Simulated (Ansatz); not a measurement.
**NiO (Fm-3m): which magnetic order lies lowest**

An exercise on one series of results from a longer session: the logs are not shown, and one member is left open.

Method: DFT PBE, scalar-relativistic, plane waves, PAW, in Ansatz 0.2.0.

**The structure to begin with**

It takes space group Fm-3m (No. 225, cubic). The conventional cell has a = 4.217 Å, b = 4.217 Å, c = 4.217 Å, α = 90.00°, β = 90.00°, γ = 90.00°. Ni (site symmetry m-3m) is surrounded by 6 O at 2.11 Å. O (site symmetry m-3m) is surrounded by 6 Ni at 2.11 Å.

Structure file:

```xyz
2
Lattice="0.0000 2.1084 2.1084 2.1084 0.0000 2.1084 2.1084 2.1084 0.0000" Properties=species:S:1:pos:R:3 pbc="T T T"
Ni    0.0000    0.0000    0.0000
O     2.1084    2.1084    2.1084
```

This cell comes from an earlier session at PBE: 9.373 Å³/atom at 0.01 GPa, on a 14×14×14 mesh.

Set-up of the first run:

The input, input.yaml:

```yaml
crystal:
  lattice:
    - [0.0, 2.1084194085, -2.1084194085]
    - [0.0, 2.1084194085, 2.1084194085]
    - [4.216838817, 0.0, 0.0]
  atoms:
    - { symbol: Ni, position: [0.0, 0.0, 0.0], spin: 2.0 }
    - { symbol: O, position: [0.0, 1.0, 0.5] }
    - { symbol: Ni, position: [0.5, 0.5, 0.5], spin: 2.0 }
    - { symbol: O, position: [0.5, 1.5, 1.0] }
basis:
  ecutwfc: 420
  ecutrho_ratio: 4
kpoints:
  mp_grid: { grid: [12, 12, 8] }
hamiltonian:
  xc: pbe
scf:
  occupations: { method: gaussian, width: 0.05 }
  lower_state_search: "off"
output:
  forces: true
  stress: true
  eigenvalues: true
  populations: true
magnetization:
  spin_polarized: true
```

Command:

```
> ansatz run input.yaml --threads 2 --pin off --max-ram 5120MiB --backend cpu --events-out ev --progress --plain --runs-dir out
```

Among the steps run: Ferromagnetic, larger cell; Antiferromagnetic, propagation vector (1, 0, 0); Antiferromagnetic, propagation vector (1/2, 1/2, -1/2); No spin polarisation.

One of the session's tables, all rows but one given; the rest of the session is left out.

| order | above the lowest (meV/atom) | largest moment (μB) | pressure (GPa) |
| --- | --- | --- | --- |
| ferromagnetic | ? | ? | ? |
| antiferromagnetic, propagation vector (1, 0, 0) | 147.9 | 1.46 | 0.4 |
| antiferromagnetic, propagation vector (1/2, 1/2, -1/2) | 0.0 | 1.38 | -3.2 |
| no spin polarisation | 197.2 | 0.00 | -7.7 |

Estimate the missing values for ferromagnetic.

As computed: above the lowest (meV/atom): 130.0; largest moment (μB): 1.46; pressure (GPa): 0.0. In the column «above the lowest (meV/atom)» it lies between antiferromagnetic, propagation vector (1/2, 1/2, -1/2) (0.0) and antiferromagnetic, propagation vector (1, 0, 0) (147.9).

The first row is the run of the earlier session that started with parallel moments (-3202.8385 eV/atom).

Limits of these values: Only these orders were tried, at zero temperature; the one found in experiment may not be among them. Warnings in the runs' records: anti translation declined.
